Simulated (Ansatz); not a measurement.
**Si2GeH+ (quintet): wave-function methods side by side, cc-pVDZ**

An exercise on one series of results from a longer session: the logs are not shown, and one member is left open.

Program: Ansatz 0.2.0, Gaussian basis. Level of theory: cc-pVDZ, core rule «outside noble gas», up to 24 orbitals frozen. These are calculated values, not measurements.

The runs, in order: UHF; CCSD(T) on ROHF; CCSD(T) on UHF; BCCD(T) on ROHF; CISD; CCSDT(Q) on ROHF; CCSDT(Q) on UHF.

31 further runs of the same task are left out: 19 that didn't finish, 12 set aside as unsound or not needed.

## The system

The geometry is a PBE0/def2-TZVP stationary point (not a proven minimum) of the parent state, kept for this charge and spin. No spin-orbit coupling is included. The filled d shell of Ge may be among the frozen orbitals whatever the setting's name suggests; the logs give the count.

4 atoms, charge 1, spin multiplicity 5.

Atoms are counted from 1 here; the program's logs count them from 0.

Bond lengths: Ge1–Si2 2.343 Å, Si2–Si3 2.244 Å, Si3–H4 1.654 Å. Angles: Ge1–Si2–Si3 169.0°, Si2–Si3–H4 53.0°.

Geometry (Å):

| atom | x (Å) | y (Å) | z (Å) |
| --- | --- | --- | --- |
| Ge1 | 0.0000 | -0.2482 | 2.5859 |
| Si2 | 0.0000 | -0.4694 | 0.2537 |
| Si3 | 0.0000 | -0.2494 | -1.9798 |
| H4 | 0.0000 | 0.9671 | -0.8597 |

The first run:

File in.yaml:

```yaml
crystal:
  periodic: [false, false, false]
  atoms:
    - {symbol: Ge, position_ang: [0.000020, -0.248209, 2.585879]}
    - {symbol: Si, position_ang: [-0.000008, -0.469422, 0.253680]}
    - {symbol: Si, position_ang: [0.000029, -0.249426, -1.979811]}
    - {symbol: H, position_ang: [-0.000042, 0.967057, -0.859748]}
basis:
  gaussian: {orbitals: cc-pVDZ}
total_charge: 1
magnetization: {spin_polarized: true, initial_magnetization: 4}
hamiltonian: {xc: hf}
output: {orbitals: {seedname: orbitals}}
```

Run with:

```sh
$ ansatz run in.yaml --threads 1 --pin off --events-out ev --progress --plain --max-ram 2393MiB
```

Among the steps run: UHF; CCSD(T) on ROHF; CCSD(T) on UHF; BCCD(T) on ROHF; CISD; CCSDT(Q) on ROHF; CCSDT(Q) on UHF.

One of the session's tables, all rows but one given; the rest of the session is left out.

```
   method  from RCCSDT(Q) (kJ/mol)
     ROHF                   +710.9
      UHF                   +689.5
     RMP2                   +163.0
     UMP2                   +163.9
     CISD                   +121.9
    RCCSD                    +52.9
    UCCSD                    +49.1
 RCCSD(T)                    +11.7
 UCCSD(T)                    +10.5
  BCCD(T)                    +10.9
   RCCSDT                     +4.3
   UCCSDT                     +3.1
RCCSDT(Q)                        0
UCCSDT(Q)                        ?
```

Estimate the missing values for UCCSDT(Q).

**Answer.** from RCCSDT(Q) (kJ/mol): -0.9. In the column «from RCCSDT(Q) (kJ/mol)» it is the lowest.

To keep in mind: Restricted and unrestricted rows rest on different reference determinants; where their highest levels disagree by more than a few hundredths of an eV, they describe different states and don't form one ladder.
